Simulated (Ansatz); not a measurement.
I need a ladder of methods at one geometry of AlBr₂Cl, SMILES [Cl][Al]([Br])[Br]. Use the Python package of Ansatz (0.2.0). Level of theory (for the species named): BLYP, def2-SVP basis, multiplicity 1. The script varies functional: blyp, r2scan, r2scan0, cam_b3lyp.

```xyz
4

Cl   -0.0341    0.5093    2.1878
Al   -0.0174   -0.0023    0.0358
Br    1.2166   -1.8825   -0.6752
Br   -1.1096    1.3152   -1.5686
```

The script, `albr2cl_methods.py`:
```python
'''One geometry of AlBr2Cl, method by method.'''

from pathlib import Path
import logging
import sys

import ansatz as az
import numpy as np

logging.basicConfig(stream=sys.stdout, format='%(levelname)s %(message)s')
logger = logging.getLogger('run')
logger.setLevel(logging.INFO)


def main() -> None:
    albr2cl = (
        az.Crystal.molecule()
        .atom('Cl', [-0.0341, 0.5093, 2.1878])
        .atom('Al', [-0.0174, -0.0023, 0.0358])
        .atom('Br', [1.2166, -1.8825, -0.6752])
        .atom('Br', [-1.1096, 1.3152, -1.5686])
    )

    setup = albr2cl.calculation().basis(gaussian='def2-SVP')

    logger.info('functional    E (Ha)        dipole (D)   HOMO (eV)  LUMO (eV)')
    for name in ['blyp', 'r2scan', 'r2scan0', 'cam_b3lyp']:
        rep = setup.functional(name).forces().orbitals().run(runs_dir='runs').report
        lines = Path(rep['orbitals_path']).read_text().splitlines()
        field_of = lambda key: [line.split('=')[1].strip() for line in lines if line.startswith(key)]
        orbitals = [(27.211386 * float(e), s, float(n)) for e, s, n in zip(field_of('Ene='), field_of('Spin='), field_of('Occup='))]
        homo = max(e for e, _, n in orbitals if n > 0.5)
        lumo = min(e for e, _, n in orbitals if n < 0.5)
        dipole = 4.803205 * np.linalg.norm(rep['charge_distribution']['dipole_moment_e_ang'])
        logger.info(f'{name:10s} {rep["free_energy_ev"] / 27.211386246:14.6f} {dipole:9.3f} {homo:11.3f} {lumo:10.3f}')


if __name__ == '__main__':
    main()
```

```console
$ python albr2cl_methods.py
INFO functional    E (Ha)        dipole (D)   HOMO (eV)  LUMO (eV)
INFO blyp         -5850.337369     0.282      -7.067     -2.950
INFO r2scan       -5850.229230     0.310      -7.763     -2.897
INFO r2scan0      -5850.215536     0.314      -8.955     -2.235
INFO cam_b3lyp    -5850.554488     0.291      -9.914     -1.301
```

What to keep in mind:
- Total energies depend on the basis set; only differences at equal settings carry meaning.
- The geometry is a force-field or estimated start, not a minimum of this method, and the basis set is short of its limit. A lower total doesn't mark the better method: functionals have no common bound, and MP2 and coupled cluster aren't variational.
- Levels such as HOMO and LUMO are orbital energies: with these approximate functionals they aren't the ionisation energy and electron affinity, and their gap isn't the fundamental gap.
- Wall time of the script: 23 s on 1 thread of Arm Neoverse V2 (shared host), peak memory 0.36 GiB.
